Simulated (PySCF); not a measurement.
# ReCl₃: triplet, from a PBE minimum start

The task is one start of a wider search on ReCl₃: the triplet, from a PBE minimum start. It is relaxed, tested by its Hessian and followed downhill if it is a saddle.

Program: PySCF 2.14.0. Level of theory: B3LYP, basis Re def2-SVP with ECP60, Cl def2-SVP, scalar-relativistic core potentials, no spin–orbit coupling, density fitting. These are calculated values, not measurements.

### Step 1. Where the work starts

4 atoms, charge 0, spin multiplicity 3.

Bond lengths: Re1–Cl2 2.214 Å, Re1–Cl3 2.214 Å, Re1–Cl4 2.214 Å. Angles: Cl2–Re1–Cl3 120.0°, Cl2–Re1–Cl4 120.0°, Cl3–Re1–Cl4 120.0°.

Z-matrix (Å, degrees; charge 0 multiplicity 3):
```
Re
Cl 1 2.2142
Cl 1 2.2142 2 120.00
Cl 1 2.2142 2 120.00 3 180.00
```

### Step 2. Finding the electronic state

One driver script runs all steps and calls PySCF; scf.py shows how it sets up the SCF of each step. The optimiser is the driver's own. After this first run the driver tries any further starts and a stability analysis.

Input file scf.py:

```python
from pyscf import gto, scf, dft
mol = gto.M(atom='''
Re    -0.000000     0.000000     0.000000
Cl    -0.000030     0.000000     2.214180
Cl     1.917550    -0.000000    -1.107060
Cl    -1.917520     0.000000    -1.107110''',
    basis={'Re': 'def2-SVP', 'Cl': 'def2-SVP'},
    ecp={'Re': 'def2-SVP'},
    charge=0, spin=2)
mf = dft.UKS(mol, xc='B3LYP')
mf.grids.atom_grid = (50, 194)
aux = {'Re': 'def2-universal-JKFIT', 'Cl': 'def2-universal-JKFIT'}
mf = mf.density_fit(auxbasis=aux)
mf.conv_tol = 1e-08
mf.diis_space = 10
mf.max_cycle = 60
mf.init_guess = 'minao'
mf.verbose = 4
mf.kernel()
```

Launch:

```console
> OMP_NUM_THREADS=4 python axn.py task.json out
```

Further steps of the session: PBE minimum start, triplet: relaxation; Frequencies.

Q: Predict the outcome of this session. Wanted: minimum; geometry; wavenumbers; dipole moment; highest occupied, lowest empty level; polar-tensor charge of Re1; zero-point energy; atomisation energy; ⟨S²⟩.

**Answer**, as computed:

```
                                          quantity                                     value
                                           minimum                              triplet, D3h
                                          geometry  Re–Cl 2.222 Å (×3); Cl–Re–Cl 120.0° (×3)
                                wavenumbers (cm⁻¹)  59 (a2''), 105 (e'), 404 (a1'), 429 (e')
                                     dipole moment                                    0.00 D
highest occupied, lowest empty level (either spin)                           -5.83, -3.88 eV
                        polar-tensor charge of Re1                                   +1.05 e
                                 zero-point energy                                9.2 kJ/mol
                               entropy at 298.15 K                           352.7 J/(mol K)
         atomisation energy (no zero-point energy)                                981 kJ/mol
                                              ⟨S²⟩                                     2.011
```

The PBE minimum start keeps its D3h symmetry and ends in a minimum. The strongest infrared band lies at 429 cm⁻¹ (e', stretch). The dipole vanishes although Re1 carries +1.1 e by the polar tensor: the bond dipoles cancel. Most of the spin sits on Re1 (Mulliken spin 1.86, against 2 for the whole molecule). Only this shape and spin were tried, so other structures or states may lie lower. One determinant may miss the lowest occupation of an open d or f shell. Spin–orbit coupling, left out here, can matter for elements this heavy.
